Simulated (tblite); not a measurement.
# C4H7BCl2S: the cost of one run

Programs: tblite 0.8.0 and PySCF 2.14.0, with density-fitted response routines of our own. Each step states its level of theory. These are calculated values for one molecule in the gas phase, unless marked as measured. Atoms are numbered from 0 throughout.

## (1) Starting geometry

15 atoms, charge 0, multiplicity 1; geometry from: force field or distance geometry start.

Bonds of the start (Å): C0–C1 1.33, C1–S2 1.78, S2–C3 1.79, C3–C4 1.53, C1–B5 1.58, B5–Cl6 1.84, B5–Cl7 1.85, C0–H8 1.08, C0–H9 1.09, C3–H10 1.11, C3–H11 1.11, C4–H12 1.13, C4–H13 1.13, C4–H14 1.07.

## (2) Relaxing the molecule with GFN2-xTB

The job: settings as JSON, then the geometry in Å.

```
{"job": {"kind": "relax", "xc": "GFN2-xTB", "basis": "xTB"}, "charge": 0, "multiplicity": 1}
C     -1.090900    -1.349700    -0.419900
C     -1.294100    -0.044000    -0.321400
S     -0.037200     1.207400    -0.402200
C      1.646900     0.627500    -0.558300
C      2.014100    -0.035400     0.767700
B     -2.790200     0.420000    -0.099300
Cl    -3.483400     0.084200     1.573600
Cl    -3.214600     2.040500    -0.877500
H     -0.131100    -1.826900    -0.582600
H     -1.961300    -2.005400    -0.337700
H      1.746600    -0.104500    -1.387200
H      2.306600     1.506000    -0.705300
H      1.597800     0.581200     1.624500
H      3.142800    -0.094500     0.856800
H      1.543400    -0.998400     0.846800
```

Run with:

```
$ OMP_NUM_THREADS=1 python probes_run.py task.json out
```

The driver reads the jobs from task.json and runs them one after another.

**Question.** How long does this first job take on 1 thread of Arm Neoverse N1, shared host?

About 1.8 s.
